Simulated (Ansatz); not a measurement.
# One shape, several levels: C3H5I (SMILES C=CCI)

Wanted: a comparison of 6 runs (CAM-B3LYP/def2-SVP, PBE0/def2-SVP, r2SCAN0/def2-SVP, RPA@PBE0/def2-SVP, BCCD(T)/def2-SVP, CCSD(T)/def2-SVP) of C3H5I. 

The results are computed with Ansatz 0.2.0.

50 further runs of the same task are left out: 1 that didn't finish, 49 set aside as unsound or not needed.

## 1. The molecule

The species is C3H5I (9 atoms), meant as a singlet with charge 0. As SMILES, `C=CCI`. The C3–H9 distance was set to 1.636 Å, away from the relaxed value. At this shape a bond of the SMILES string is far longer than usual.

Bond lengths: C1–C2 1.322 Å, C2–C3 1.487 Å, C3–I4 2.139 Å, C1–H5 1.083 Å, C1–H6 1.084 Å, C2–H7 1.090 Å, C3–H8 1.090 Å. Angles: C1–C2–C3 128.6°, C2–C3–I4 116.1°, C1–C2–H7 118.9°, C3–C2–H7 112.5°, C2–C1–H5 120.7°, C2–C1–H6 121.7°, C2–C3–H8 111.2°, I4–C3–H8 104.9°, H5–C1–H6 117.6°. A long bond or contact: C3–H9 1.636 Å.

## 2. The energy at CAM-B3LYP/def2-SVP (core potential) (run 1)

Input file molecule.yaml:

```yaml
crystal:
  periodic: [false, false, false]
  atoms:
    - {symbol: C, position_ang: [-0.408624, 1.268619, -1.151839]}
    - {symbol: C, position_ang: [0.279376, 0.224659, -0.721339]}
    - {symbol: C, position_ang: [-0.199484, -0.938081, 0.071431]}
    - {symbol: I, position_ang: [-2.274214, -0.931771, 0.591101]}
    - {symbol: H, position_ang: [0.073636, 2.050579, -1.725429]}
    - {symbol: H, position_ang: [-1.468114, 1.375819, -0.947109]}
    - {symbol: H, position_ang: [1.343096, 0.161889, -0.952729]}
    - {symbol: H, position_ang: [-0.048174, -1.873141, -0.468889]}
    - {symbol: H, position_ang: [0.591970, -1.047310, 1.498730]}
basis:
  gaussian:
    orbitals: def2-SVP
hamiltonian:
  xc: {name: CAM-B3LYP}
magnetization:
  spin_polarized: false
  initial_magnetization: 0
accuracy: high
output: {orbitals: {seedname: orbitals}}
```

The run is started by

```sh
ansatz run molecule.yaml --threads 1 --pin off --max-ram 3480MiB --events-out events.jsonl --progress --plain --runs-dir runs
```

The log of the run:

```text
Warning: RAYON_NUM_THREADS=1 ignored (pool sized by the plan → 1); use --threads N
Functional definition: CAM-B3LYP
  name "CAM-B3LYP"
  parameter alpha = 0.19
  parameter beta = 0.46
  parameter omega = 0.33/bohr
  parameter ac = 0.81
  exchange = (1 - alpha - beta)*b88_x + beta*b88_x_sr(omega) + alpha*exact_x + beta*exact_x_lr(omega)
  correlation = (1 - ac)*vwn5_c + ac*lyp_c
2315 factors; integrals over basis functions are off by at most 3.3e-9 eV
435 factors; integrals over basis functions are off by at most 2.3e-9 eV
mean field evaluation 1: about -11282.7110 eV, gradient 3.5e1 eV
mean field evaluation 2: about -11283.1754 eV, gradient 3.3e1 eV
mean field evaluation 4: about -11286.1740 eV, gradient 2.4e0 eV
mean field evaluation 8: about -11286.3320 eV, gradient 9.8e-2 eV
mean field evaluation 16: about -11286.3321 eV, gradient 4.4e-5 eV
mean field -11286.33207940 eV, -414.7650537672 hartree, gradient 2.6e-8 eV, S^2 0.000000; 0 other end points of the search recorded, 0 dependent functions left out
reference -11286.33209850 eV, -414.7650544693 hartree; 24, 24 occupied and 69, 69 virtual orbitals, 2315 factors
Total energy: -11286.33209850 eV, -414.7650544693 hartree
```

Wall time 12 s (1 thread of Arm Neoverse V1, shared host); peak memory 0.39 GiB.

## 3. The energy at PBE0/def2-SVP (core potential) (run 2)

Input file in.yaml:

```yaml
crystal:
  periodic: [false, false, false]
  atoms:
    - {symbol: C, position_ang: [-0.408624, 1.268619, -1.151839]}
    - {symbol: C, position_ang: [0.279376, 0.224659, -0.721339]}
    - {symbol: C, position_ang: [-0.199484, -0.938081, 0.071431]}
    - {symbol: I, position_ang: [-2.274214, -0.931771, 0.591101]}
    - {symbol: H, position_ang: [0.073636, 2.050579, -1.725429]}
    - {symbol: H, position_ang: [-1.468114, 1.375819, -0.947109]}
    - {symbol: H, position_ang: [1.343096, 0.161889, -0.952729]}
    - {symbol: H, position_ang: [-0.048174, -1.873141, -0.468889]}
    - {symbol: H, position_ang: [0.591970, -1.047310, 1.498730]}
basis:
  gaussian: {orbitals: def2-SVP}
hamiltonian: {xc: {name: PBE0}}
accuracy: high
output: {orbitals: {seedname: orbitals}}
```

The run is started by

```sh
ansatz run in.yaml --threads 1 --pin off --max-ram 3480MiB --events-out events.jsonl --progress --plain --runs-dir runs
```

The log of the run:

```text
Warning: RAYON_NUM_THREADS=1 ignored (pool sized by the plan → 1); use --threads N
Functional definition: PBE0
  name "PBE0"
  parameter a = 0.25
  parameter kappa = 0.804
  parameter beta = 0.06672455060314922
  exchange = (1 - a)*pbe_x(kappa = kappa, mu = beta*pi^2/3) + a*exact_x
  correlation = pbe_c(beta = beta)
2315 factors; integrals over basis functions are off by at most 3.3e-9 eV
mean field evaluation 1: about -11279.2020 eV, gradient 4.3e1 eV
mean field evaluation 2: about -11274.8315 eV, gradient 5.6e1 eV
mean field evaluation 4: about -11284.5122 eV, gradient 4.5e0 eV
mean field evaluation 8: about -11284.7481 eV, gradient 2.6e-1 eV
mean field evaluation 16: about -11284.7483 eV, gradient 3.8e-5 eV
mean field -11284.74833239 eV, -414.7068521383 hartree, gradient 3.9e-8 eV, S^2 0.000000; 0 other end points of the search recorded, 0 dependent functions left out
reference -11284.74833464 eV, -414.7068522210 hartree; 24, 24 occupied and 69, 69 virtual orbitals, 2315 factors
Total energy: -11284.74833464 eV, -414.7068522210 hartree
```

Wall time 11 s (1 thread of Arm Neoverse V1, shared host); peak memory 0.35 GiB.

Run 3 isn't shown in full; the table further down has it.

## 4. The energy at RPA@PBE0/def2-SVP (core potential) (run 4)

Input file in.yaml:

```yaml
crystal:
  periodic: [false, false, false]
  atoms:
    - symbol: C
      position_ang: [-0.408624, 1.268619, -1.151839]
    - symbol: C
      position_ang: [0.279376, 0.224659, -0.721339]
    - symbol: C
      position_ang: [-0.199484, -0.938081, 0.071431]
    - symbol: I
      position_ang: [-2.274214, -0.931771, 0.591101]
    - symbol: H
      position_ang: [0.073636, 2.050579, -1.725429]
    - symbol: H
      position_ang: [-1.468114, 1.375819, -0.947109]
    - symbol: H
      position_ang: [1.343096, 0.161889, -0.952729]
    - symbol: H
      position_ang: [-0.048174, -1.873141, -0.468889]
    - symbol: H
      position_ang: [0.591970, -1.047310, 1.498730]
basis:
  gaussian:
    orbitals: def2-SVP
hamiltonian:
  xc: {name: PBE0}
correlation:
  method: rpa
  frozen_orbitals: {C: 1, H: 0, I: 4}
accuracy: high
```

The run is started by

```sh
ansatz run in.yaml --threads 1 --pin off --max-ram 3480MiB --events-out events.jsonl --progress --plain --runs-dir runs
```

The log of the run, cut to the lines that bear on the results:

```text
Warning: RAYON_NUM_THREADS=1 ignored (pool sized by the plan → 1); use --threads N
Functional definition: PBE0
  name "PBE0"
[...]
2315 factors; integrals over basis functions are off by at most 3.3e-9 eV
[...]
mean field -11284.74833239 eV, -414.7068521383 hartree, gradient 3.0e-8 eV, S^2 0.000000; 0 other end points of the search recorded, 0 dependent functions left out
7 core orbitals not correlated: weight in the atoms' cores, before any rotation towards them, 1.000 or more for the frozen orbitals, at most 0.000 for the correlated occupied ones
reference -11236.91129132 eV, -412.9488733039 hartree; 17, 17 occupied and 69, 69 virtual orbitals, 2315 factors
Total energy: -11258.52701134 eV, -413.7432363632 hartree
```

Run time: 21 s. Hardware: 1 thread of Arm Neoverse V1, shared host; peak memory 0.49 GiB.

Run 5 isn't shown in full; the table further down has it.

## 5. A single-point energy at CCSD(T)/def2-SVP (core potential) (run 6)

Input file in.yaml:

```yaml
crystal:
  periodic: [false, false, false]
  atoms:
    - {symbol: C, position_ang: [-0.408624, 1.268619, -1.151839]}
    - {symbol: C, position_ang: [0.279376, 0.224659, -0.721339]}
    - {symbol: C, position_ang: [-0.199484, -0.938081, 0.071431]}
    - {symbol: I, position_ang: [-2.274214, -0.931771, 0.591101]}
    - {symbol: H, position_ang: [0.073636, 2.050579, -1.725429]}
    - {symbol: H, position_ang: [-1.468114, 1.375819, -0.947109]}
    - {symbol: H, position_ang: [1.343096, 0.161889, -0.952729]}
    - {symbol: H, position_ang: [-0.048174, -1.873141, -0.468889]}
    - {symbol: H, position_ang: [0.591970, -1.047310, 1.498730]}
basis:
  gaussian: {orbitals: def2-SVP}
correlation: {method: ccsd_t, frozen_orbitals: {C: 1, H: 0, I: 4}}
accuracy: high
scf: {omitted_lower_state_checks: [cluster_reference, increment]}
```

The run is started by

```sh
ansatz run in.yaml --threads 1 --pin off --max-ram 3480MiB --events-out events.jsonl --progress --plain --runs-dir runs
```

The log of the run, cut to the lines that bear on the results:

```text
Warning: RAYON_NUM_THREADS=1 ignored (pool sized by the plan → 1); use --threads N
Functional definition: HF
  name "HF"
[...]
2315 factors; integrals over basis functions are off by at most 3.3e-9 eV
[...]
mean field -11237.39394790 eV, -412.9666106062 hartree, gradient 1.9e-8 eV, S^2 0.000000; 0 other end points of the search recorded, 0 dependent functions left out; unrestricted orbitals would lower it
7 core orbitals not correlated: weight in the atoms' cores, before any rotation towards them, 1.000 or more for the frozen orbitals, at most 0.000 for the correlated occupied ones
reference -11237.39394790 eV, -412.9666106062 hartree; 17, 17 occupied and 69, 69 virtual orbitals, 2315 factors
second order -14.68597187 eV of doubles, -0.00000000 eV of singles
cycle   1  -15.28223674 eV  change   -6.0e-1 eV  update   9.8e-2
[...]
cycle  22  -15.87860855 eV  change   9.5e-10 eV  update   1.4e-9
perturbative correction -0.57801933 eV, -0.0212418186 hartree
Total energy: -11253.85057579 eV, -413.5713805264 hartree
Checks for a lower state left out: cluster_reference, increment
```

Wall time 47 s (1 thread of Arm Neoverse V1, shared host); peak memory 0.68 GiB.

## 6. The series

```
run                                level  frozen core orbitals  energy (Eh)  wall time
  1  CAM-B3LYP/def2-SVP (core potential)                     –  -414.765054       12 s
  2       PBE0/def2-SVP (core potential)                     –  -414.706852       11 s
  3    r2SCAN0/def2-SVP (core potential)                     –  -414.838900       19 s
  4   RPA@PBE0/def2-SVP (core potential)                     7  -413.743236       21 s
  5    BCCD(T)/def2-SVP (core potential)                     7  -413.571480       59 s
  6    CCSD(T)/def2-SVP (core potential)                     7  -413.571381       47 s
```

## 7. What came out

| quantity | value |
| --- | --- |
| run 6: total energy | -413.57138 Eh |
| run 6: correlation energy (7 core orbitals frozen) | -604.8 mEh |
| run 6: (T) correction | -21.24 mEh |
| run 6: T1 diagnostic | 0.010 |

What this shows: Over runs 1, 2, 3 the HOMO–LUMO gap runs from 5.88 eV (PBE0/def2-SVP) to 8.24 eV (CAM-B3LYP/def2-SVP). Totals of different functionals can't be ranked against each other. In runs 5, 6 the log says that unrestricted orbitals would lower the reference, so the values rest on an unstable closed-shell determinant (other closed-shell runs at this shape may share the fault). All runs together took 2.8 min, the longest 59 s.
